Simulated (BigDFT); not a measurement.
Input of a BigDFT 1.9.6 run:

input.yaml

```yaml
dft:
  hgrids: 0.43
  rmult: [6.0, 8.0]
  ixc: PBE
  gnrm_cv: 3.e-05
  ncong: 6
  idsx: 6
  itermax: 80
  nrepmax: 2
ig_occupation:
  K: {3d: 0.0, 3p: 6.0, 3s: 2.0, 4p: 0.0, 4s: 1.0}
  Li: {1s: 2.0, 2p: 0.0, 2s: 1.0}
```

posinp.xyz

```xyz
2 angstroem
free
Li    4.5210870000    4.5362790000    4.8651850000
K     4.5019170000    4.5212850000    8.1923010000
```

Potentials or basis: GTH-PBE (K q9, Li q3).

The run is started by

```sh
$ OMP_NUM_THREADS=1 bigdft  # reads input.yaml, posinp.xyz, psppar.K, psppar.Li
```

Predict the dipole moment.

2.78 D.

What does it give for the highest occupied level?

-2.83 eV.

Caveat: boundaries are free: the box only frames the coordinates.
